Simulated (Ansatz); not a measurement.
# C₂H₃OSi+ (SMILES O[CH+]C#[SiH]): one structure at several levels

An exercise on one series of results from a longer session: the logs are not shown, and one member is left open.

The runs use Ansatz 0.2.0, Gaussian basis; single points in def2-TZVPP.

Correlated methods freeze the cores.

## The system as given

SMILES `O[CH+]C#[SiH]`, 7 atoms, charge 1, spin multiplicity 1.

Atoms are counted from 1 here; the program's logs count them from 0.

Bond lengths: O1–C2 1.347 Å, O1–H5 0.915 Å, C2–C3 1.343 Å, C2–H6 1.034 Å, C3–Si4 1.821 Å, Si4–H7 1.429 Å. Angles: C2–O1–H5 104.1°, O1–C2–C3 121.0°, O1–C2–H6 121.3°, C3–C2–H6 116.7°, C2–C3–Si4 138.0°, C3–Si4–H7 169.2°.

As a file:

| atom | x (Å) | y (Å) | z (Å) |
| --- | --- | --- | --- |
| O1 | -0.84750 | 1.23090 | 0.28360 |
| C2 | 0.17250 | 0.52350 | 0.80570 |
| C3 | 0.61730 | -0.59360 | 0.20770 |
| Si4 | 0.27740 | -1.54640 | -1.30620 |
| H5 | -1.00400 | 1.88550 | 0.90330 |
| H6 | 0.52530 | 0.71300 | 1.75920 |
| H7 | 0.21490 | -2.44820 | -2.41340 |

Set-up of the first run:

Input file run/in.yaml:

```yaml
crystal:
  periodic: [false, false, false]
  atoms:
    - {symbol: O, position_ang: [-0.847500, 1.230900, 0.283600]}
    - {symbol: C, position_ang: [0.172500, 0.523500, 0.805700]}
    - {symbol: C, position_ang: [0.617300, -0.593600, 0.207700]}
    - {symbol: Si, position_ang: [0.277400, -1.546400, -1.306200]}
    - {symbol: H, position_ang: [-1.004000, 1.885500, 0.903300]}
    - {symbol: H, position_ang: [0.525300, 0.713000, 1.759200]}
    - {symbol: H, position_ang: [0.214900, -2.448200, -2.413400]}
basis:
  gaussian: {orbitals: def2-TZVPP}
total_charge: 1
correlation: {method: ccsd_t}
output: {forces: true}
```

No record of the launch command was kept for these runs.

Steps of the session up to this table: CCSD(T)/def2-TZVPP; PBE0-D4/def2-TZVPP; wB97M-V/def2-TZVPP; r2SCAN-D4/def2-TZVPP; PBE-D4/def2-TZVPP; SPW92/def2-TZVPP; revPBE-D4/def2-TZVPP.

One of the session's tables, all rows but one given; the rest of the session is left out.

| method | RMS force component (eV/Å) | angle to CCSD(T) forces (°) |
| --- | --- | --- |
| CCSD(T) | 2.142 | reference |
| PBE0-D4 | 2.296 | 6.1 |
| wB97M-V | 2.271 | 6.6 |
| r2SCAN-D4 | ? | ? |
| PBE-D4 | 2.241 | 5.3 |
| SPW92 | 2.421 | 8.2 |
| revPBE-D4 | 2.216 | 5.6 |

Q: Estimate the row for r2SCAN-D4 from the others.

As computed: RMS force component (eV/Å): 2.231; angle to CCSD(T) forces (°): 4.6. In the column «RMS force component (eV/Å)» it lies between revPBE-D4 (2.216) and PBE-D4 (2.241).
